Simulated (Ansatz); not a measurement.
**CH7AlBN: a ladder of functionals and wavefunction methods**

An exercise on one series of results from a longer session: the logs are not shown, and one member is left open.

The runs use Ansatz 0.2.0, Gaussian basis; functionals in def2-TZVPP, the program's frozen cores in correlated methods.

Levels to be run: LDA (SPW92), PBE-D4, revPBE-D4, BLYP-D4, r2SCAN-D4, B97M-V, PBE0-D4, B3LYP-D4, r2SCANh-D4, r2SCAN0-D4, HSE06-D4, BHLYP-D4, CAM-B3LYP-D4, LC-ωPBE, ωB97X-V, ωB97M-V, B2PLYP, PBE-QIDH; CCSD(T)/def2-SVP; CCSD(T)/def2-TZVPP; MP2/def2-QZVPP; extrapolation to the limit; RPA on PBE.

**The geometry**

An earlier PBE0-D4 in a triple-zeta def2 set relaxation fixed the geometry.

SMILES `CB[NH][AlH2]`, 11 atoms, charge 0, spin multiplicity 1.

Atoms are counted from 1 here; the program's logs count them from 0.

Bond lengths: C1–B2 1.560 Å, C1–H5 1.095 Å, C1–H6 1.095 Å, C1–H7 1.092 Å, B2–N3 1.374 Å, B2–H8 1.272 Å, N3–Al4 1.828 Å, N3–H9 1.005 Å, Al4–H10 1.584 Å, Al4–H11 1.584 Å. Angles: B2–C1–H5 110.7°, B2–C1–H6 110.7°, B2–C1–H7 112.5°, H5–C1–H6 106.1°, H5–C1–H7 108.3°, H6–C1–H7 108.3°, C1–B2–N3 134.5°, C1–B2–H8 115.7°, N3–B2–H8 109.9°, B2–N3–Al4 91.2°, B2–N3–H9 124.7°, Al4–N3–H9 144.1°, N3–Al4–H10 118.7°, N3–Al4–H11 118.7°, H10–Al4–H11 121.6°.

As a file:

```csv
atom,x (Å),y (Å),z (Å)
C1,-0.6523,1.6986,0.1765
B2,-0.0985,0.2480,0.0277
N3,1.1581,-0.3080,0.0378
Al4,0.4632,-1.9786,-0.2200
H5,-1.3459,1.7636,1.0208
H6,-1.2256,1.9863,-0.7105
H7,0.1402,2.4351,0.3262
H8,-0.9717,-0.6605,-0.1446
H9,2.0114,0.2083,0.1588
H10,0.3811,-2.5502,-1.6955
H11,0.2052,-2.8995,1.0432
```

Set-up of the first run:

Input file in.yaml:

```yaml
crystal:
  periodic: [false, false, false]
  atoms:
    - {symbol: C, position_ang: [-0.652312, 1.698608, 0.176539]}
    - {symbol: B, position_ang: [-0.098463, 0.248043, 0.027684]}
    - {symbol: N, position_ang: [1.158142, -0.308046, 0.037796]}
    - {symbol: Al, position_ang: [0.463243, -1.978600, -0.220007]}
    - {symbol: H, position_ang: [-1.345902, 1.763601, 1.020820]}
    - {symbol: H, position_ang: [-1.225601, 1.986323, -0.710466]}
    - {symbol: H, position_ang: [0.140228, 2.435118, 0.326169]}
    - {symbol: H, position_ang: [-0.971730, -0.660477, -0.144580]}
    - {symbol: H, position_ang: [2.011413, 0.208320, 0.158764]}
    - {symbol: H, position_ang: [0.381144, -2.550249, -1.695464]}
    - {symbol: H, position_ang: [0.205238, -2.899540, 1.043243]}
basis:
  gaussian: {orbitals: def2-TZVPP}
hamiltonian: {xc: lda}
output: {orbitals: {seedname: orbitals}}
```

Run with:

```console
ansatz run in.yaml --threads 2 --pin off --events-out ev --progress --plain --max-ram 4352MiB
```

Steps of the session up to this table: LDA; PBE-D4 (GGA); revPBE-D4 (GGA); BLYP-D4 (GGA); r2SCAN-D4 (meta-GGA); B97M-V (meta-GGA); PBE0-D4 (hybrid); B3LYP-D4 (hybrid); r2SCANh-D4 (hybrid); r2SCAN0-D4 (hybrid); HSE06-D4 (hybrid); BHLYP-D4 (hybrid); CAM-B3LYP-D4 (range-separated); LC-ωPBE (range-separated); ωB97X-V (range-separated); ωB97M-V (range-separated); B2PLYP (double hybrid); PBE-QIDH (double hybrid).

One of the session's tables, all rows but one given; the rest of the session is left out.

It belongs to the step «Orbital energies across the functionals». 

| functional | HOMO (eV) | gap (eV) |
| --- | --- | --- |
| LDA (SPW92) | -6.50 | 5.21 |
| PBE-D4 | -6.45 | 5.37 |
| revPBE-D4 | -6.42 | 5.44 |
| BLYP-D4 | -6.36 | 5.40 |
| r2SCAN-D4 | ? | ? |
| B97M-V | -6.81 | 5.91 |
| PBE0-D4 | -7.69 | 7.38 |
| B3LYP-D4 | -7.51 | 6.99 |
| r2SCANh-D4 | -7.19 | 6.78 |
| r2SCAN0-D4 | -7.88 | 7.83 |
| HSE06-D4 | -7.29 | 6.62 |
| BHLYP-D4 | -8.88 | 9.31 |
| CAM-B3LYP-D4 | -9.09 | 9.66 |
| LC-ωPBE | -10.46 | 12.12 |
| ωB97X-V | -10.10 | 11.65 |
| ωB97M-V | -9.92 | 11.11 |

Estimate the missing values for r2SCAN-D4.

Worked estimate for «HOMO (eV)». Against the share of exact exchange, r2SCANh-D4 (0.1, -7.19), r2SCAN0-D4 (0.25, -7.88) give a slope of -4.60 per unit share; at 0 the line stands at -6.73.

The run gave: HOMO (eV): -6.73; gap (eV): 6.07. In «HOMO (eV)» the line misses by 0.00.
